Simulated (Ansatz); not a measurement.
# Cl2FHHfO: the cost of one run

Program: Ansatz 0.2.0. Level of theory: RKS PBE/def2-SVP. These are calculated values, not measurements.

### Step 1. The structure to begin with

Bond lengths: Hf1–F2 1.980 Å, Hf1–O3 2.070 Å, O3–H4 1.010 Å, Hf1–Cl5 2.518 Å, Hf1–Cl6 2.518 Å. Angles: F2–Hf1–O3 109.4°, F2–Hf1–Cl5 109.5°, F2–Hf1–Cl6 109.5°, O3–Hf1–Cl5 109.5°, O3–Hf1–Cl6 109.5°, Cl5–Hf1–Cl6 109.5°, Hf1–O3–H4 109.5°.

Structure file:

```xyz
6

Hf    0.0000    0.0000    0.0000
F     0.0000    0.0000    1.9800
O     1.9520    0.0000   -0.6893
H     2.2684   -0.9521   -0.8060
Cl   -1.1869    2.0563   -0.8392
Cl   -1.1869   -2.0563   -0.8392
```

### Step 2. Relaxing the start

input.yaml reads:

```yaml
crystal:
  periodic: [false, false, false]
  atoms:
    - { symbol: Hf, position_ang: [0.0, 0.0, 0.0] }
    - { symbol: F, position_ang: [0.0, 0.0, 1.98] }
    - { symbol: O, position_ang: [1.952, 0.0, -0.6893] }
    - { symbol: H, position_ang: [2.2684, -0.9521, -0.806] }
    - { symbol: Cl, position_ang: [-1.1869, 2.0563, -0.8392] }
    - { symbol: Cl, position_ang: [-1.1869, -2.0563, -0.8392] }
basis:
  gaussian: { orbitals: def2-SVP }
hamiltonian:
  xc: pbe
relax:
  f_tol: 0.02
  max_steps: 40
```

Command:

```sh
ansatz run input.yaml --threads 2 --pin off --max-ram 3072MiB --backend cpu --events-out ev --progress --plain --runs-dir out
```

What time and memory should one allow on 2 threads of Intel Xeon at 2.50GHz (Skylake/Cascade Lake), shared host?

About 85 s, with a peak of 0.21 GiB.
